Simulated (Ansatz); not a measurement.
NaLaMnMoO6:

```
Na La Mn Mo O
1.0
     4.97775   -2.88146    0.02055
     4.97775    2.88146    0.02055
    -3.06086    0.00000    4.59785
Na La Mn Mo O
1 1 1 1 6
Cartesian
  8.3737 0.0000 2.3395
  5.0845 0.0000 3.6552
  1.8841 0.0000 0.9212
  1.9122 0.0000 4.6056
  1.1411 0.0000 2.8354
  3.0790 1.4392 4.0538
  3.6709 1.2699 0.7230
  3.6709 -1.2699 0.7230
  3.0790 -1.4392 4.0538
  6.0252 0.0000 1.6038
```

The cell was built by a generator and needn't be a form met in nature.

- Program: Ansatz 0.2.0
- Task: relaxation of cell and atoms
- Functional: BLYP
- Potentials or basis: Ansatz PAW
- Cutoff: 420 eV (not typed: the program's choice for these potentials)
- k mesh: 4 × 4 × 4
- Occupations: fermi-dirac, width 0.05 eV
- Spin: collinear spin, ferromagnetic start
- Starting moments: [0.0, 0.0, 4.0, 1.0, 0.0, 0.0, 0.0, 0.0, 0.0, 0.0] μB

At the start: volume 13.23 Å³/atom.

Q: Where does the relaxation end?

A: It ends after 20 steps and the volume is 14.10 Å³/atom (+6.6 %); space group Cm (No. 8, to 0.05 Å); moment 5.00 μB per cell.

Step by step:
```csv
step,energy change (eV),largest force (eV/Å),volume (Å³)
1,0.0000,0.2754,132.26
2,-0.0277,0.2096,137.07
3,-0.0369,0.1107,136.81
4,-0.0396,0.0520,136.86
5,-0.0394,0.0627,137.40
6,-0.0400,0.1267,137.94
7,-0.0391,0.1714,138.83
8,-0.0397,0.0503,138.99
9,-0.0400,0.0588,139.03
10,-0.0403,0.0217,139.00
11,-0.0403,0.0064,139.04
12,-0.0783,0.0065,139.04
13,-0.0762,0.0580,140.12
14,-0.0755,0.0274,140.50
15,-0.0747,0.0125,140.76
16,-0.0746,0.0154,140.79
17,-0.0747,0.0030,140.78
18,-0.0823,0.0030,140.78
19,-0.0815,0.0042,141.00
20,-0.0824,0.0043,141.00
```

Final structure:
```
CELL_PARAMETERS angstrom
5.21932 -2.90176 0.06932
5.21932 2.90176 0.06932
-3.16442 0.00000 4.61281
ATOMIC_POSITIONS crystal
Na 0.97022 0.97022 0.49916
La 0.74381 0.74381 0.79135
Mn 0.24674 0.24674 0.18552
Mo 0.49900 0.49900 0.00068
O 0.32446 0.32446 0.61327
O 0.33990 0.83706 0.88630
O 0.19571 0.64038 0.14522
O 0.64038 0.19571 0.14522
O 0.83706 0.33990 0.88630
O 0.70272 0.70272 0.34697
```

Caveat: the plane-wave basis is chosen anew once the cell has moved, so the energies of steps on either side of that aren't comparable; the pressure holds a Pulay correction of +0.6 GPa for the finite cutoff; a cell with one magnetic atom can't hold antiferromagnetic order, which such compounds often take; the PAW data sets come from PBE, with cores solved anew for the run's functional, which leaves a small shift of forces and pressure.
